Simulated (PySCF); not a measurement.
# BGeH6NO: the cost of one run

Programs: PySCF 2.14.0, with density-fitted response routines of our own. Each step states its level of theory. These are calculated values for one molecule in the gas phase, unless marked as measured. Atoms are numbered from 0 throughout.

## (1) Starting geometry

10 atoms, charge 0, multiplicity 1; geometry from: GFN2-xTB. The atoms were then displaced at random by about 0.01 Å, so the start is not that level's minimum.

Bonds of the start (Å): N0–B1 1.42, B1–O2 1.37, O2–Ge3 1.68, N0–H4 1.00, N0–H5 0.97, B1–H6 1.18, Ge3–H7 1.51, Ge3–H8 1.53, Ge3–H9 1.51.

## (2) Relaxing the molecule at PBE0-D3(BJ)/def2-SVP

The job: settings as JSON, then the geometry in Å.

```
{"job": {"xc": "PBE0", "basis": "def2-SVP", "d3": "d3bj", "grid": 1, "shake": 0.01, "kind": "geom"}, "charge": 0, "multiplicity": 1}
N      1.705070    -0.495250     0.194860
B      1.049990     0.484730    -0.602490
O     -0.303650     0.682180    -0.586440
Ge    -1.673010     0.075180     0.173150
H      1.172120    -1.073820     0.811150
H      2.669890    -0.635430     0.187300
H      1.707850     1.158460    -1.317550
H     -1.838050    -1.394570    -0.111230
H     -1.644780     0.304520     1.684380
H     -2.794990     0.873080    -0.454190
```

Launch:

```bash
$ OMP_NUM_THREADS=1 python probes_run.py task.json out
```

The driver reads the jobs from task.json and runs them one after another.

Q: Estimate the wall time and peak memory of this first job on 1 thread of Arm Neoverse V2, shared host.

About 29 s, with a peak of 0.42 GiB.
